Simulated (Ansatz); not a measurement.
# NaCl: the cost of one run

Program: Ansatz 0.2.0. Level of theory: DFT r²SCAN, scalar-relativistic, plane waves, PAW. These are calculated values, not measurements.

The COD entry's cell or inner coordinates are ideal or old and differ from later refinements, so a difference from it is no clean test against experiment.

## Step 1: The system as given

It takes space group Fm-3m (No. 225, cubic). The conventional cell has a = 5.607 Å, b = 5.607 Å, c = 5.607 Å, α = 90.00°, β = 90.00°, γ = 90.00°. Na (site symmetry m-3m) has 6 Cl at 2.80 Å as nearest neighbours. Cl (site symmetry m-3m) has 6 Na at 2.80 Å as nearest neighbours.

Structure file:

```
CELL_PARAMETERS angstrom
0.00000 2.80368 2.80368
2.80368 0.00000 2.80368
2.80368 2.80368 0.00000
ATOMIC_POSITIONS crystal
Na 0.00000 0.00000 0.00000
Cl 0.50000 0.50000 0.50000
```

An earlier run at r²SCAN left this cell at 22.039 Å³/atom and 0.01 GPa (6×6×6 mesh).

## Step 2: Volume × 0.96

input.yaml

```yaml
crystal:
  lattice:
    - [0.0, 2.7657848719, 2.7657848719]
    - [2.7657848719, 0.0, 2.7657848719]
    - [2.7657848719, 2.7657848719, 0.0]
  atoms:
    - { symbol: Na, position: [0.0, 0.0, 0.0] }
    - { symbol: Cl, position: [0.5, 0.5, 0.5] }
basis:
  ecutwfc: 500
  ecutrho_ratio: 4
kpoints:
  mp_grid: { grid: [6, 6, 6] }
hamiltonian:
  xc: r2scan
scf:
  occupations: { method: gaussian, width: 0.05 }
output:
  forces: true
  stress: true
  eigenvalues: true
```

Started as:

```sh
$ ansatz run input.yaml --threads 1 --pin off --max-ram 2560MiB --backend cpu --events-out ev --progress --plain --runs-dir out
```

**Question.** How long does this run take on 1 thread of Arm Neoverse N1, shared host, and how much memory does it need?

About 3.5 s, with a peak of 0.37 GiB.
